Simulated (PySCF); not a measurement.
# C4H2O3: the cost of one run

Computed with PySCF 2.14.0 and routines of our own; the level stands in each step. Atoms count from 0.

## (1) The system as given

9 atoms, charge 0, multiplicity 1; geometry from: GFN2-xTB.

## (2) Optimising the geometry at CAM-B3LYP/def2-SVP

Job settings and geometry (Å):

```
{"job": {"xc": "CAM-B3LYP", "basis": "def2-SVP", "grid": 1, "kind": "geom"}, "charge": 0, "multiplicity": 1}
O     -2.571909    -0.234639     0.130753
C     -1.380932    -0.163889     0.077639
C     -0.243072    -1.084640     0.250969
C      0.689488    -0.117398     0.002444
O      2.004365    -0.105722    -0.042140
C     -0.344546     0.947419    -0.206415
O     -0.301646     2.113406    -0.471707
H     -0.175270    -2.129129     0.485921
H      2.337083     0.780586    -0.252644
```

On the command line:

```sh
$ OMP_NUM_THREADS=1 python excited_run.py task.json out
```

The driver reads the jobs from task.json and runs them one after another.

**Question.** How long does this first job take on 1 thread of Arm Neoverse V1, shared host, and how much memory does it need?

About 32 s, with a peak of 0.48 GiB.
